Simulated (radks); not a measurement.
# Nuclear size and the levels of K²⁺

An exercise on one series of results from a longer session: the logs are not shown, and one member is left open.

The numbers are computed with radks (a radial shooting solver on a logarithmic mesh, Libxc functionals) version 1 (Dirac Kohn-Sham, PBE, spin-unpolarised, spherical densities, finite nucleus; open shells fill j = l - 1/2 first), except any that are marked as measured or tabulated.

### The system

| Property | Result |
| --- | --- |
| element | potassium (Z = 19) |
| charge | +2 |
| electrons | 17 |
| configuration | [Ne] 3s2 3p5 |
| nuclear rms radius | 3.4349 fm |

Set-up of the first run:

The run's settings:

```text
Z 19
configuration [Ne] 3s2 3p5 4s0 3d0
relativity Dirac
functional pbe,pbe
spin unpolarised
j_filling energy
nucleus finite rms 3.4349 fm
c 137.035999084
```

Steps of the session up to this table: rms radius 3.4349 fm.

One of the session's tables, all rows but one given; the rest of the session is left out.

It belongs to the step «rms radius 3.4349 fm». Sizes of the orbitals, from the radial functions (bohr):

```
level     <r>  outermost maximum (interpolated)  90 % within  nodes
2p1/2  0.3486                             0.261        0.576      0
2p3/2  0.3511                             0.263        0.580      0
3s1/2   1.234                              1.07         1.85      2
3p1/2   1.350                              1.13         2.07      1
3p3/2   1.357                              1.13         2.08      1
3d3/2   1.861                              1.34         3.11      0
3d5/2   1.863                              1.34         3.11      0
4s1/2       ?                                 ?            ?      ?
```

**Question.** Estimate the row for 4s1/2.

The run gave: <r>: 3.352; outermost maximum (interpolated): 3.03; 90 % within: 4.85; nodes: 3. In the column «<r>» it is the highest.
